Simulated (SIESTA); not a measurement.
BiPdSe:

```
CELL_PARAMETERS angstrom
6.49566 0.00000 0.00000
0.00000 6.49566 0.00000
0.00000 0.00000 6.49566
ATOMIC_POSITIONS crystal
Bi 0.37171 0.37171 0.37171
Bi 0.87171 0.12829 0.62829
Bi 0.62829 0.87171 0.12829
Bi 0.12829 0.62829 0.87171
Pd 0.01083 0.01083 0.01083
Pd 0.51083 0.48917 0.98917
Pd 0.98917 0.51083 0.48917
Pd 0.48917 0.98917 0.51083
Se 0.61903 0.61903 0.61903
Se 0.11903 0.88097 0.38097
Se 0.38097 0.11903 0.88097
Se 0.88097 0.38097 0.11903
```

The cell comes from a database or a generator and needn't be the stable form of this composition.

* Program: SIESTA 5.4.2
* Task: single point
* Functional: PBEsol
* Potentials or basis: PseudoDojo 0.4 standard (PBEsol files)
* Basis: DZP (energy shift 0.003 Ry; two zetas on semicore shells)
* Grid cutoff: 800 Ry
* Energy shift: 0.003 Ry
* k mesh: 4 × 4 × 4
* Occupations: fermi-dirac, width 0.05 eV
* Spin: no spin polarisation

On this cell: pressure -0.5 GPa; largest force 0.297 eV/Å; band gap on the k mesh none (metal or under the smearing width).

The same run follows on a disturbed copy (atoms moved at random, drawn with an rms of 0.05 Å):

```
Bi Pd Se
1.0
     6.49566    0.00000    0.00000
     0.00000    6.49566    0.00000
     0.00000    0.00000    6.49566
Bi Pd Se
4 4 4
Cartesian
  2.4048 2.3958 2.4324
  5.6608 0.8509 4.0838
  4.0983 5.6625 0.8458
  0.8331 4.1008 5.6577
  0.0274 0.0603 0.0154
  3.3218 3.1788 6.4036
  6.4322 3.2879 3.1555
  3.1545 6.4453 3.2870
  4.0016 4.0297 4.0893
  0.8124 5.7007 2.4951
  2.5237 0.8137 5.7449
  5.6963 2.4659 0.8533
```

What changes?

The energy (extrapolated to zero smearing) moves by +9.4 meV/atom; pressure -0.4 GPa; largest force 0.964 eV/Å; band gap on the k mesh none (metal or under the smearing width).

Forces in eV/Å, atoms in the order of the input:
```
Bi   0.087  0.214 -0.356
Bi  -0.286 -0.111 -0.123
Bi   0.015 -0.273  0.070
Bi  -0.054 -0.184 -0.081
Pd   0.627  0.353  0.643
Pd   0.011  0.006  0.415
Pd  -0.187  0.462  0.350
Pd   0.212 -0.322  0.544
Se   0.324  0.211 -0.360
Se  -0.236 -0.077 -0.342
Se  -0.482 -0.145 -0.286
Se  -0.031 -0.135 -0.474
```

Stress tensor (GPa, compression positive):
```
-0.62 -0.06  0.20
-0.06 -0.26 -0.07
 0.20 -0.07 -0.27
```

Caveats: spin-orbit coupling is left out, which moves the levels of the heavy elements; the basis of atomic orbitals isn't converged, which shifts pressures, moduli and gaps.
